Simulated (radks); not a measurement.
**Sb³⁻ held by a Watson sphere**

An exercise on one series of results from a longer session: the logs are not shown, and one member is left open.

Program: radks (a radial shooting solver on a logarithmic mesh, Libxc functionals) version 1. Level of theory: scalar-relativistic Kohn-Sham, PBEsol, spin-unpolarised, spherical densities, finite nucleus. These are calculated values, not measurements, unless marked.

## The system

```
element            : antimony (Z = 51)
charge             : -3
electrons          : 54
configuration      : [Xe]
nuclear rms radius : 4.6802 fm
```

The outer shells:

Sb³⁻
```
[Kr] core
4d [↑↓][↑↓][↑↓][↑↓][↑↓]
5s [↑↓]
5p [↑↓][↑↓][↑↓]
```

Set-up of the first run:

The run's settings:

```text
Z 51
configuration [Xe]
relativity scalar-relativistic
functional pbe_sol,pbe_sol
spin unpolarised
nucleus finite rms 4.6802 fm
c 137.035999084
watson charge 3 radius 2.56 bohr
response adiabatic LDA kernel
```

Steps of the session up to this table: R = 2.56 bohr; R = 2.84 bohr; R = 4.08 bohr; R = 4.18 bohr; R = 4.95 bohr.

One of the session's tables, all rows but one given; the rest of the session is left out.

| R (bohr) | highest level (eV) | its <r> (bohr) | sum of <r²> (bohr²) | α (bohr³) |
| --- | --- | --- | --- | --- |
| 2.56 | -7.021 | 2.774 | 85.64 | 49.41 |
| 2.84 | -6.589 | 2.885 | 90.52 | 58.17 |
| 4.08 | ? | ? | ? | ? |
| 4.18 | -4.602 | 3.410 | 115.9 | 132.8 |
| 4.95 | -3.734 | 3.694 | 131.8 | 211.2 |

Estimate the missing values for R (bohr) = 4.08.

Worked estimate for «highest level (eV)». A straight line through the neighbours (2.84, -6.589) and (4.18, -4.602) gives -6.589 + (-4.602 + 6.589) × (4.08 − 2.84) / (4.18 − 2.84) = -4.750; a parabola fitted to 4 rows on both sides gives -4.741.

As computed: highest level (eV): -4.731; its <r> (bohr): 3.372; sum of <r²> (bohr²): 113.9; α (bohr³): 124.8. In «highest level (eV)» the line misses by -0.019 and the parabola by -0.010.

A wider sphere makes a shallower well, so the ion swells.
